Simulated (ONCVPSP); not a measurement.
**Cu: generating and testing an ONCV potential**

Do these settings give a usable potential? It is generated, then checked for transferability, scattering, ghosts and hardness.

Program: ONCVPSP 4.0.1.1 (patched build). Reference atom: PBE, scalar-relativistic, spherical and spin-unpolarised. All values are calculated.

### 1 The design

Typed settings, in words:

- element: copper (Cu, Z = 29)
- type: optimised norm-conserving Vanderbilt (ONCV)
- frozen core: [Ne]
- valence charge: 19
- reference configuration: 3s2 3p6 3d10 4s1
- partial waves: 3s+4s: rc 1.25 bohr, ncon 4, nbas 8, qcut 9.9 1/bohr, 3 projectors, debl 0.5 Ha; 3p: rc 0.65 bohr, ncon 4, nbas 7, qcut 10.1 1/bohr, 1 projector; 3d: rc 1.25 bohr, ncon 3, nbas 8, qcut 12.9 1/bohr, 2 projectors, debl 3.6 Ha
- local potential: polynomial inside 0.50 bohr (lpopt 5, dvloc0 3 Ha)
- core correction: not asked for

An earlier all-electron run gives the scale for the radii.

All-electron outer shells of the reference configuration (PBE, scalar-relativistic, ld1.x):

```csv
shell,level (eV),outermost node (bohr),outermost maximum (bohr)
2p,-916.98,–,0.16
3s,-114.70,0.29,0.61
3p,-72.14,0.26,0.62
3d,-5.04,–,0.60
4s,-4.61,0.89,2.27
4p,-0.70,0.97,3.65
```

### 2 Generating the potential

Cu.dat reads:

```
# ATOM AND REFERENCE CONFIGURATION
# atsym  z   nc   nv     iexc    psfile
  Cu 29.00    3    4        4      upf
#
#   n    l    f
    1    0    2.00
    2    0    2.00
    2    1    6.00
    3    0    2.00
    3    1    6.00
    3    2   10.00
    4    0    1.00
#
# PSEUDOPOTENTIAL AND OPTIMIZATION
# lmax
    2
#
#   l,   rc,      ep,       ncon, nbas, qcut
    0    1.25    0.00    4    8    9.90
    1    0.65    0.00    4    7   10.10
    2    1.25    0.00    3    8   12.90
#
# LOCAL POTENTIAL
# lloc, lpopt,  rc(5),   dvloc0
    4    5    0.50    3.00
#
# VANDERBILT-KLEINMAN-BYLANDER PROJECTORs
# l, nproj, debl
    0    3    0.50
    1    1    2.60
    2    2    3.60
#
# MODEL CORE CHARGE
# icmod, fcfact, rcfact
    0    0.00    0.00
#
# LOG DERIVATIVE ANALYSIS
# epsh1, epsh2, depsh
   -6.00    5.00    0.04
#
# OUTPUT GRID
# rlmax, drl
    6.00    0.01
#
# TEST CONFIGURATIONS
# ncnf
    4
# nvcnf
#   n    l    f
    4
    3    0    2.00
    3    1    6.00
    3    2   10.00
    4    0    0.00
#
    4
    3    0    2.00
    3    1    6.00
    3    2    9.00
    4    0    0.00
#
    4
    3    0    2.00
    3    1    6.00
    3    2    8.00
    4    0    0.00
#
    4
    3    0    2.00
    3    1    6.00
    3    2   10.00
    4    0    0.50
#
```

On the command line:

```bash
$ oncvpsp.x < Cu.dat > Cu.out
```

Before running it: what results should come out? Wanted: cutoffs for 1 and 0.1 mHa per electron, occupied waves; bound ghosts; GHOST(+) flags; largest test error; largest phase difference near zero energy, channels read.

As calculated:

| quantity | value |
| --- | --- |
| cutoffs for 1 and 0.1 mHa per electron, occupied waves | 234 Ha and 325 Ha |
| bound ghosts | none found |
| GHOST(+) flags | s at 676 eV |
| largest test error (AE − PS) | +3.9 meV, for 3s2 3p6 3d10 4s0 (1 test unsolved) |
| largest phase difference near zero energy, channels read | 0.004 rad |

In words: The worst unpolarised test, 3s2 3p6 3d10 4s0, is off by 3.9 meV on 8.2 eV; by total energies transferability rates as very good where solved. Of the tests 1 gave no usable energy difference, which is a warning in itself. The potential is very hard: the looser tolerance needs 234 Ha. At the looser tolerance the 3p wave is the slowest; 3d needs 64 Ha. The program's ghost test flags no bound state. Near zero energy the phases of the channels with partial waves agree within 0.004 rad. The program also flags highly localised states, GHOST(+) (s). All of this concerns the isolated atom, not yet a solid.
